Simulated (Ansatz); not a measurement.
The system is In3F.

```xyz
4
Lattice="-2.8865 2.8865 2.9010 2.8865 -2.8865 2.9010 2.9155 2.9155 -2.9010" Properties=species:S:1:pos:R:3 pbc="T T T"
In    2.9010    0.0145    0.0000
In    0.0145    2.9010    0.0000
In    0.0000    0.0000    2.9010
F     0.0000    0.0000    0.0000
```

The cell was built by a generator and needn't be a form met in nature.

The cell isn't the ideal one: strained by +1 %.

A run of Ansatz 0.2.0 on this cell left the log below. Logs are shortened: lines on timing, memory, paths and dates and some standing lists are left out, and cuts for length are marked.

```text
Warning: output.stress: scf.convergence.dr2_threshold = 1e-7 eV (the SCF's general default) is looser than the 4e-10 eV advised for a printed stress (1e-10 eV for each atom of the cell: 4). What an SCF threshold leaves in a stress goes as its square root, and in the free energy as the threshold itself, and one threshold admits the most on a small cell: of the crystals measured, under no hybrid functional and no lock of the moments, on runs that ended without the residual-converged pass, on stresses that held no estimate of that error, the worst erred by over 100 MPa in a component at 1e-7 eV an atom and by under 5 at 1e-10. Every solve of this run answers to scf.convergence.dr2_threshold, and the tensor of one is reported: a single SCF on the reported geometry and on this run's grids (its basis.xc_grid and basis.ecutrho_ratio typed), with scf.convergence.dr2_threshold at 4e-10 eV or tighter, prints it and tightens no other solve. Else set scf.convergence.dr2_threshold to 4e-10 eV or tighter. The threshold is an SCF's pass mark: one that does not reach it within its budget of iterations ends unconverged, or closes short of it on a stop that the run arms, and scf.convergence.dr2_threshold's page says what that costs each kind of run
Warning: RAYON_NUM_THREADS=2 ignored (pool sized by the plan → 2); use --threads N
Engine: ansatz 0.2.0, x86_64-unknown-linux-gnu
Pseudopotentials: kind: paw
Pseudopotential: In, paw, valence charge 13, recommended cutoff 420 eV (normal), In.paw.azcp
Pseudopotential: F, paw, valence charge 7, recommended cutoff 420 eV (normal), F.paw.azcp
Functional definition: PBE
  parameter kappa = 0.804
  parameter beta = 0.06672455060314922
  exchange = pbe_x(kappa = kappa, mu = beta*pi^2/3)
  correlation = pbe_c(beta = beta)
Crystal: 4 atoms, lattice volume = 97.650 Å³
Basis set: ecut = 420 eV, 1913 PW (Γ), exchange–correlation on 72×72×72 points (8 copies of the dense FFT grid, shifted against one another)
Bands: 28, of which v1, the nominal top of the filled ones, is band 23 counted from 1 (22 counted from 0)
Symmetry: 8 space group operations
Space group: Fmmm (ITA 69), of the structure as read, at distance tolerance 4.6e-5 Å
k-points: 27 of 125
Non-local potential: In, projectors of the file, l = 0: 2, l = 1: 2, l = 2: 2, l = 3: 2
Non-local potential: F, projectors of the file, l = 0: 2, l = 1: 2, l = 2: 1
PAW form: soft (Blöchl's): semilocal exchange-correlation on the pseudo side does not see the compensation charge
PAW one-centre angular grid: In, 590 points (default); XC on 64 Gauss nodes
PAW one-centre angular grid: F, 110 points (default); XC on 64 Gauss nodes
[... 26 lines left out ...]
  E_hartree    = 1590.156228
  E_xc         = -726.442077
  E_vxc        = -400.472393  (∫ρ·V_xc dr)
  E_paw        = -12657.811181  (= ΣΔE_a)
  E_vpaw       = -964.677604  (= ΣTr[D̂ρ^β])
  E_aug_tail   = 0.002122  (compensation charges beyond the density's cutoff)
  E_ewald      = -3824.376284
  E_smearing   = -0.033978  (= −TS)
  E_closure    = -0.000000  (closes the sum)
  Σ components = -17601.684885   (vs F -17601.684885, Δ=0.00e0)
--- Forces (eV/Å), atoms counted from 1 ---
  atom   1  In    -0.00000000     0.00000000     0.00000000
  atom   2  In    -0.00000000     0.00000000    -0.00000000
  atom   3  In     0.00000000     0.00000000     0.00000000
  atom   4  F      0.00000000     0.00000000    -0.00000000
  max |Σ_I F_I| component: 1.74e-28 eV/Å
--- Stress (GPa, compression-positive) ---
        0.103509       0.007654       0.000000
        0.007654       0.103509      -0.000000
        0.000000      -0.000000       0.106145
  P = ⅓ Tr σ = 0.1044 GPa (1.044 kbar)
--- Band table (eV; the first three rows and the last of 27) ---
  k-point 0: bands = ["-14.2347", "-7.1194", "-7.1193", "-6.8516", "-6.8510", "-6.8502", "-6.8018", "-6.5035", "-6.5029", "-6.5026", "-6.3145", "-6.3143", "-6.3117", "-6.3050", "-6.3040", "-5.9243", "-0.2432", "3.8819", "3.8908", "3.8995", "7.3670", "7.3686", "7.4484", "7.4924", "7.5362", "11.7852", "11.8246", "11.8643"]
  k-point 1: bands = ["-14.2316", "-7.0917", "-7.0277", "-6.8228", "-6.8145", "-6.7956", "-6.7696", "-6.5162", "-6.5159", "-6.5154", "-6.3599", "-6.3573", "-6.3342", "-6.3327", "-6.3323", "-6.0205", "0.0008", "3.8537", "3.8684", "3.8783", "5.1479", "6.4246", "7.2219", "9.1682", "9.7799", "10.6511", "11.1650", "12.0555"]
  k-point 2: bands = ["-14.2266", "-7.0532", "-6.7820", "-6.7626", "-6.7359", "-6.6603", "-6.6551", "-6.5589", "-6.5496", "-6.5384", "-6.4967", "-6.4869", "-6.4821", "-6.3663", "-6.3593", "-6.1664", "0.6810", "2.7115", "3.7397", "3.8324", "4.7381", "6.1381", "6.8615", "9.4271", "10.6211", "10.6907", "11.9030", "12.9929"]
  k-point 26: bands = ["-14.2292", "-7.1577", "-6.9200", "-6.8671", "-6.8015", "-6.7726", "-6.7724", "-6.5521", "-6.5518", "-6.5385", "-6.4189", "-6.3257", "-6.3256", "-6.3064", "-6.1761", "-6.1087", "1.8663", "2.8617", "3.4821", "3.4823", "4.1199", "6.1650", "6.4520", "6.4533", "9.1425", "12.9146", "12.9305", "13.1199"]
--- Relaxed structure (1 steps of the walk, 1 accepted, 0 SCFs on fresh bases) ---
  F+E_penalty+E_count = -17601.68488460 eV   max|allowed force component| = 7.179e-29 eV/Å
  atoms:
    - { symbol: In, position: [-3.903127820947816e-18, 0.5000000000000001, 0.5] }
    - { symbol: In, position: [0.5000000000000001, -3.903127820947816e-18, 0.5] }
    - { symbol: In, position: [0.5, 0.5, 0.0] }
    - { symbol: F, position: [0.0, 0.0, 0.0] }
```

Question: Write the input and the command behind it.

Answer: Relaxation of the atoms with PBE, no spin polarisation. The files as run (others can give the same):

input.yaml
```yaml
crystal:
  lattice:
    - [-2.8864552, 2.8864552, 2.90096]
    - [2.8864552, -2.8864552, 2.90096]
    - [2.9154648, 2.9154648, -2.90096]
  atoms:
    - { symbol: In, position: [0.0, 0.5, 0.5] }
    - { symbol: In, position: [0.5, 0.0, 0.5] }
    - { symbol: In, position: [0.5, 0.5, 0.0] }
    - { symbol: F, position: [0.0, 0.0, 0.0] }
hamiltonian:
  xc: pbe
  pseudopotentials: { kind: paw }
kpoints:
  mp_grid: { grid: [5, 5, 5] }
scf:
  occupations: { method: fermi_dirac, width: 0.05 }
output:
  forces: true
  stress: true
  eigenvalues: true
  write_density: true
  write_potential: true
  elf: true
  volumetric_format: npy
relax:
  f_tol: 0.01
  max_steps: 40
```

Potentials or basis: Ansatz PAW.
Run with:
```sh
$ ansatz run input.yaml --threads 2 --pin off --max-ram 5632MiB --backend cpu --events-out ev --progress --plain --runs-dir out
```

Caveat: the relaxation stopped at its first step, so nothing moved; the thresholds are loose for stress.
